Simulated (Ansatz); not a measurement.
**AlCl2F: molecular dynamics**

Aim: follow the molecule's vibrations and see whether its bonds hold. The start is relaxed first. Runs: 300 steps of 2 fs under a Nosé-Hoover thermostat at 300 K.

Method: RKS r2SCAN/6-31G*, in Ansatz 0.2.0.

## Step 1: The starting structure

Bond lengths: Al1–F2 1.690 Å, Al1–Cl3 2.230 Å, Al1–Cl4 2.230 Å. Angles: F2–Al1–Cl3 120.0°, F2–Al1–Cl4 120.0°, Cl3–Al1–Cl4 120.0°.

Coordinates:

```xyz
4

Al    0.0000    0.0000    0.0000
F     0.0000    0.0000    1.6900
Cl    1.9312    0.0000   -1.1150
Cl   -1.9312    0.0000   -1.1150
```

## Step 2: Preparing the start

The input, input.yaml:

```yaml
crystal:
  periodic: [false, false, false]
  atoms:
    - { symbol: Al, position_ang: [0.0, 0.0, 0.0] }
    - { symbol: F, position_ang: [0.0, 0.0, 1.69] }
    - { symbol: Cl, position_ang: [1.9312, 0.0, -1.115] }
    - { symbol: Cl, position_ang: [-1.9312, 0.0, -1.115] }
basis:
  gaussian: { orbitals: "6-31G*" }
hamiltonian:
  xc: r2scan
relax:
  f_tol: 0.02
  max_steps: 40
```

Command:

```
> ansatz run input.yaml --threads 1 --pin off --max-ram 2048MiB --backend cpu --events-out ev --progress --plain --runs-dir out
```

Further steps of the session: Dynamics.

Before running it: what results should come out? Wanted: relaxation of the start; temperature, first and last step; temperature, second half; potential energy, second half; largest change of the conserved energy; bonds formed or broken.

The runs gave:

| quantity | value |
| --- | --- |
| relaxation of the start | 4 moves, 0.402 eV lower |
| length | 300 steps of 2 fs |
| temperature, first and last step | 300 and 119 K |
| temperature, second half | mean 315 K, from 43 to 650 K |
| potential energy, second half | +20 meV/atom from the start |
| largest change of the conserved energy | 0.48 meV/atom |
| bonds formed or broken | 0 |

What this shows: Against a set 300 K the second half averages 315 K with a spread of 162 K. The conserved energy strays from its start by at most 0.48 meV/atom, 2.4 % of the mean kinetic energy, fair for a step of 2 fs. The bonding pattern survives the run. A run of 600 fs with 4 atoms shows the motion but fixes no equilibrium value.
